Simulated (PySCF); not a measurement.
**C3H9FSi: a look at the electrons**

For C3H9FSi, the scripts below analyse its density (charges, bond critical points, surface potential), see where an electron leaves and enters and measure its response to a uniform field.

Program: PySCF 2.14.0. Level of theory: levels as typed in each script, gas phase, geometry from GFN2-xTB. These are calculated values, not measurements.

### 1 The starting structure

SMILES `C[Si](C)(C)F`, 14 atoms, charge 0, spin multiplicity 1.

Bond lengths: C1–Si2 1.898 Å, C1–H6 1.087 Å, C1–H7 1.085 Å, C1–H8 1.085 Å, Si2–C3 1.898 Å, Si2–C4 1.897 Å, Si2–F5 1.631 Å, C3–H9 1.086 Å, C3–H10 1.086 Å, C3–H11 1.085 Å, C4–H12 1.085 Å, C4–H13 1.086 Å, C4–H14 1.086 Å. Angles: Si2–C1–H6 111.0°, Si2–C1–H7 111.8°, Si2–C1–H8 111.2°, H6–C1–H7 108.4°, H6–C1–H8 107.5°, H7–C1–H8 106.8°, C1–Si2–C3 112.5°, C1–Si2–C4 112.6°, C1–Si2–F5 106.1°, C3–Si2–C4 112.7°, C3–Si2–F5 106.1°, C4–Si2–F5 106.1°, Si2–C3–H9 111.1°, Si2–C3–H10 111.1°, Si2–C3–H11 111.8°, H9–C3–H10 107.5°, H9–C3–H11 107.6°, H10–C3–H11 107.6° and more.

Coordinates:

| atom | x (Å) | y (Å) | z (Å) |
| --- | --- | --- | --- |
| C1 | -0.9116 | 1.5792 | -0.5146 |
| Si2 | 0.0005 | 0.0001 | 0.0100 |
| C3 | -0.9157 | -1.5771 | -0.5136 |
| C4 | 1.8217 | -0.0017 | -0.5225 |
| F5 | 0.0067 | 0.0003 | 1.6409 |
| H6 | -0.4084 | 2.4650 | -0.1351 |
| H7 | -0.9841 | 1.6627 | -1.5943 |
| H8 | -1.9262 | 1.5915 | -0.1301 |
| H9 | -0.4004 | -2.4651 | -0.1592 |
| H10 | -1.9214 | -1.5987 | -0.1037 |
| H11 | -0.9993 | -1.6548 | -1.5929 |
| H12 | 1.9256 | 0.0284 | -1.6024 |
| H13 | 2.3476 | 0.8581 | -0.1177 |
| H14 | 2.3324 | -0.8925 | -0.1681 |

### 2 Density, bond paths and surface potential (PBE0/def2-tzvp)

input.py reads:

```python
import numpy as np
from pyscf import gto, scf, dft
from pyscf.scf import atom_ks, atom_hf
from scipy.linalg import block_diag

def solve(mol, dm0=None, hcore=None):
    mf = (dft.UKS if mol.spin else dft.RKS)(mol, xc='pbe0')
    mf.grids.level = 3
    mf = mf.density_fit(auxbasis='def2-universal-jkfit')
    mf.conv_tol, mf.max_cycle = 1e-8, 80
    if hcore is not None:
        mf.get_hcore = lambda *args: hcore
    mf.kernel(dm0)
    if not mf.converged:
        mf = mf.newton().run(mf.mo_coeff, mf.mo_occ, max_cycle=30)
    assert mf.converged, 'SCF not converged'
    return mf

mol = gto.M(atom='''
C     -0.91164     1.57918    -0.51458
Si     0.00054     0.00006     0.00997
C     -0.91572    -1.57708    -0.51357
C      1.82170    -0.00172    -0.52253
F      0.00673     0.00026     1.64089
H     -0.40837     2.46496    -0.13509
H     -0.98414     1.66274    -1.59429
H     -1.92617     1.59147    -0.13012
H     -0.40038    -2.46515    -0.15920
H     -1.92141    -1.59866    -0.10370
H     -0.99928    -1.65483    -1.59286
H      1.92559     0.02841    -1.60243
H      2.34763     0.85814    -0.11766
H      2.33238    -0.89247    -0.16814
''', basis='def2-tzvp', charge=0, spin=0, verbose=4)
mf = solve(mol)
mf.analyze()
# spherically averaged free atoms, for the promolecule
atm = atom_ks.get_atm_nrks(mol, xc='pbe0')
pro = block_diag(*[(atm[a[0]][2] * atm[a[0]][3]) @ atm[a[0]][2].T for a in mol._atom])
np.savez('result.npz', e=mf.e_tot, c=mf.mo_coeff, occ=mf.mo_occ, eps=mf.mo_energy, pro=pro, dip=mf.dip_moment(verbose=0), s2=mf.spin_square()[0])
```

The run is started by

```sh
$ OMP_NUM_THREADS=1 python input.py
```

### 4 Removing and adding an electron (PBE0/def2-tzvp)

input.py reads:

```python
import numpy as np
from pyscf import gto, scf, dft
from pyscf.scf import atom_ks, atom_hf
from scipy.linalg import block_diag

def solve(mol, dm0=None, hcore=None):
    mf = (dft.UKS if mol.spin else dft.RKS)(mol, xc='pbe0')
    mf.grids.level = 3
    mf = mf.density_fit(auxbasis='def2-universal-jkfit')
    mf.conv_tol, mf.max_cycle = 1e-8, 80
    if hcore is not None:
        mf.get_hcore = lambda *args: hcore
    mf.kernel(dm0)
    if not mf.converged:
        mf = mf.newton().run(mf.mo_coeff, mf.mo_occ, max_cycle=30)
    assert mf.converged, 'SCF not converged'
    return mf

mol = gto.M(atom='''
C     -0.91164     1.57918    -0.51458
Si     0.00054     0.00006     0.00997
C     -0.91572    -1.57708    -0.51357
C      1.82170    -0.00172    -0.52253
F      0.00673     0.00026     1.64089
H     -0.40837     2.46496    -0.13509
H     -0.98414     1.66274    -1.59429
H     -1.92617     1.59147    -0.13012
H     -0.40038    -2.46515    -0.15920
H     -1.92141    -1.59866    -0.10370
H     -0.99928    -1.65483    -1.59286
H      1.92559     0.02841    -1.60243
H      2.34763     0.85814    -0.11766
H      2.33238    -0.89247    -0.16814
''', basis='def2-tzvp', charge=0, spin=0, verbose=4)
mf = solve(mol)
out = dict(e0=mf.e_tot, dm0=mf.make_rdm1(), c=mf.mo_coeff, occ=mf.mo_occ, eps=mf.mo_energy)
for name, dq, spin in [('cation', 1, 1)]:
    ion = mol.copy().set(charge=mol.charge + dq, spin=spin).build()
    mi = solve(ion)
    if spin and dq > 0 and mol.nao < 130:
        c, _, stable, _ = mi.stability(return_status=True)
        if not stable:
            mi = solve(ion, mi.make_rdm1(c, mi.mo_occ))
    print(name, 'vertical energy change / eV', (mi.e_tot - mf.e_tot) * 27.211386)
    out.update({'e_' + name: mi.e_tot, 'dm_' + name: mi.make_rdm1(), 's2_' + name: mi.spin_square()[0], 'eps_' + name: mi.mo_energy, 'occ_' + name: mi.mo_occ})
# spherically averaged free atoms, for the promolecule
atm = atom_ks.get_atm_nrks(mol, xc='pbe0')
pro = block_diag(*[(atm[a[0]][2] * atm[a[0]][3]) @ atm[a[0]][2].T for a in mol._atom])
np.savez('result.npz', pro=pro, **out)
```

### 5 Response to an electric field (PBE0/def2-tzvp)

input.py reads:

```python
import numpy as np
from pyscf import gto, scf, dft
from pyscf.scf import atom_ks, atom_hf
from scipy.linalg import block_diag

def solve(mol, dm0=None, hcore=None):
    mf = (dft.UKS if mol.spin else dft.RKS)(mol, xc='pbe0')
    mf.grids.level = 3
    mf = mf.density_fit(auxbasis='def2-universal-jkfit')
    mf.conv_tol, mf.max_cycle = 1e-8, 80
    if hcore is not None:
        mf.get_hcore = lambda *args: hcore
    mf.kernel(dm0)
    if not mf.converged:
        mf = mf.newton().run(mf.mo_coeff, mf.mo_occ, max_cycle=30)
    assert mf.converged, 'SCF not converged'
    return mf

mol = gto.M(atom='''
C     -0.91164     1.57918    -0.51458
Si     0.00054     0.00006     0.00997
C     -0.91572    -1.57708    -0.51357
C      1.82170    -0.00172    -0.52253
F      0.00673     0.00026     1.64089
H     -0.40837     2.46496    -0.13509
H     -0.98414     1.66274    -1.59429
H     -1.92617     1.59147    -0.13012
H     -0.40038    -2.46515    -0.15920
H     -1.92141    -1.59866    -0.10370
H     -0.99928    -1.65483    -1.59286
H      1.92559     0.02841    -1.60243
H      2.34763     0.85814    -0.11766
H      2.33238    -0.89247    -0.16814
''', basis='def2-tzvp', charge=0, spin=0, verbose=4)
field = np.array([0.004, 0.0, 0.0])  # atomic units
mol.set_common_orig(mol.atom_charges() @ mol.atom_coords() / mol.atom_charges().sum())
mf = solve(mol)
out = dict(dm0=mf.make_rdm1(), d0=mf.dip_moment(unit='AU'), e0=mf.e_tot)
for name, sign in (('p', 1), ('m', -1)):
    h = mf.get_hcore() + sign * np.einsum('x,xij->ij', field, mol.intor('int1e_r'))
    mi = solve(mol, mf.make_rdm1(), h)
    out.update({'dm' + name: mi.make_rdm1(), 'd' + name: mi.dip_moment(unit='AU'), 'e' + name: mi.e_tot})
# spherically averaged free atoms, for the promolecule
atm = atom_ks.get_atm_nrks(mol, xc='pbe0')
pro = block_diag(*[(atm[a[0]][2] * atm[a[0]][3]) @ atm[a[0]][2].T for a in mol._atom])
np.savez('result.npz', pro=pro, **out)
```

(Steps that only read results are left out.)

**Question.** What will these runs give? Wanted: dipole moment; HOMO, LUMO; polarisability along the field.

The runs gave:

| quantity | value |
| --- | --- |
| dipole moment (PBE0/def2-tzvp) | 1.89 D |
| HOMO, LUMO (PBE0/def2-tzvp) | -8.58, 0.93 eV |
| polarisability along the field (PBE0/def2-tzvp) | 64.2 bohr³ |

At PBE0/def2-tzvp: The highest Hirshfeld charge is on Si2 (+0.47 e), the lowest on C1, C3 and C4 (−0.22 e). The geometry was not optimised at these levels.
